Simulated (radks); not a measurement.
**Nuclear size and the levels of S**

One table from this session's results is given with a row withheld; the runs are named, their logs left out.

Program: radks (a radial shooting solver on a logarithmic mesh, Libxc functionals) version 1. Level of theory: Dirac Kohn-Sham, LDA (Slater exchange, Perdew-Wang correlation), spin-unpolarised, spherical densities, finite nucleus; open shells are shared between the two j in proportion to 2j + 1. These are calculated values, not measurements, unless marked.

### What is computed

| Property | Result |
| --- | --- |
| element | sulfur (Z = 16) |
| charge | 0 |
| electrons | 16 |
| configuration | [Ne] 3s2 3p4 |
| nuclear rms radius | 3.2611 fm |

The outer shells:

S
```
[Ne] core
3s [↑↓]
3p [↑↓][↑ ][↑ ]
```

Set-up of the first run:

The run's settings:

```text
Z 16
configuration [Ne] 3s2 3p4 4s0 3d0
relativity Dirac
functional lda,pw
spin unpolarised
j_filling average
nucleus finite rms 3.2611 fm
c 137.035999084
```

Among the steps run: rms radius 3.2611 fm.

One table of the session follows, with a row left open; its other results are not shown here.

It belongs to the step «rms radius 3.2611 fm». Radial density 4πr²ρ:

| r (bohr) | 4πr²ρ (e/bohr) |
| --- | --- |
| 0.00363 | 0.4082 |
| 0.00559 | 0.9042 |
| 0.00861 | 1.937 |
| 0.0133 | 3.937 |
| 0.0203 | 7.313 |
| 0.0312 | 12.19 |
| 0.0481 | 16.94 |
| 0.0741 | 18.13 |
| 0.114 | ? |
| 0.176 | 12.22 |
| 0.271 | 16.27 |
| 0.414 | 16.32 |
| 0.637 | 7.550 |
| 0.981 | 3.015 |
| 1.51 | 3.524 |
| 2.33 | 2.006 |
| 3.59 | 0.4202 |
| 5.53 | 0.02814 |

**Question.** Estimate the row for r (bohr) = 0.114.

Worked estimate for «4πr²ρ (e/bohr)». A straight line through the neighbours (0.0741, 18.13) and (0.176, 12.22) gives 18.13 + (12.22 − 18.13) × (0.114 − 0.0741) / (0.176 − 0.0741) = 15.82; a parabola fitted to 4 rows on both sides gives 14.19.

The run gave: 4πr²ρ (e/bohr): 14.45. In «4πr²ρ (e/bohr)» the line misses by +1.37 and the parabola by -0.26.
